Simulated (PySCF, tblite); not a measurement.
# CH₈ClO₂Si₃ radical: geometry, infrared bands and EPR parameters

Wanted: the infrared bands and EPR parameters of CH₈ClO₂Si₃ radical (`[SiH3]O[SiH]OC[SiH2]Cl`), by calculation.

Programs: tblite 0.8.0 and PySCF 2.14.0, with density-fitted response routines of our own. Each step states its level of theory. These are calculated values for one molecule in the gas phase, unless marked as measured. Atoms are numbered from 0 throughout.

## 1. The molecule as given

15 atoms, charge 0, multiplicity 2; geometry from: force field or distance geometry start.

Bonds of the start (Å): Si0–O1 1.67, O1–Si2 1.64, Si2–O3 1.68, O3–C4 1.44, C4–Si5 1.88, Si5–Cl6 2.05, Si0–H7 1.49, Si0–H8 1.48, Si0–H9 1.48, Si2–H10 1.49, C4–H11 1.10, C4–H12 1.10, Si5–H13 1.49, Si5–H14 1.49.

## 2. Geometry optimisation with GFN2-xTB

Job settings and geometry (Å):

```
{"job": {"kind": "relax", "xc": "GFN2-xTB", "basis": "xTB"}, "charge": 0, "multiplicity": 2}
Si     1.115100    -2.093600     1.772000
O      0.494600    -1.281600     0.450100
Si    -0.530100    -1.572900    -0.790900
O     -0.543100    -0.243100    -1.819900
C     -0.995500     1.025900    -1.317400
Si     0.254400     2.217500    -0.584100
Cl    -0.670500     4.012000    -0.200500
H      0.008300    -2.417500     2.709100
H      1.759800    -3.348000     1.319100
H      2.099500    -1.237400     2.464600
H     -1.908000    -1.735900    -0.249800
H     -1.839200     0.894800    -0.628500
H     -1.422900     1.534700    -2.191200
H      0.801300     1.737400     0.716300
H      1.372000     2.515900    -1.519900
```

The run is started by

```sh
$ OMP_NUM_THREADS=1 python probes_run.py task.json out
```

The driver reads the jobs from task.json and runs them one after another.

**Question.** This job is followed by: GFN2-xTB harmonic vibrations, gas phase; UKS B3LYP, pcH-1 on C Cl H O Si, non-relativistic, mean-field spin-orbit, GIAO. What will the session give for the following? strongest single infrared mode (GFN2-xTB); zero-point energy (GFN2-xTB); g(iso) (B3LYP); ⟨S²⟩; largest a(iso) (averaged by class); surface potential, 1st and 99th percentile.

The runs gave:

| quantity | value |
| --- | --- |
| strongest single infrared mode (GFN2-xTB) | 1070 cm⁻¹, 553 km/mol |
| zero-point energy (GFN2-xTB) | 53.4 kcal/mol |
| g(iso) (B3LYP) | 2.00167 |
| ⟨S²⟩ | 0.751 (exact 0.75) |
| largest a(iso) (averaged by class) | 29Si on Si2, -815.1 MHz |
| surface potential, 1st and 99th percentile | -0.93 V and 1.45 V |

Over 179 steps the energy fell by 0.382 eV; of the close pairs, Si2–O3 changed most, 1.681 to 1.603 Å. All 39 modes are real, so the xTB geometry is a minimum. The strongest single mode, at 1070 cm⁻¹, moves mainly O1. GFN2-xTB is a fitted tight-binding method: band positions and strengths are rough. Its intensities can rank the bands wrongly. Most of the unpaired spin sits on Si2 (0.82 e). The isotropic g lies 0.7 ppt below the free-electron value.
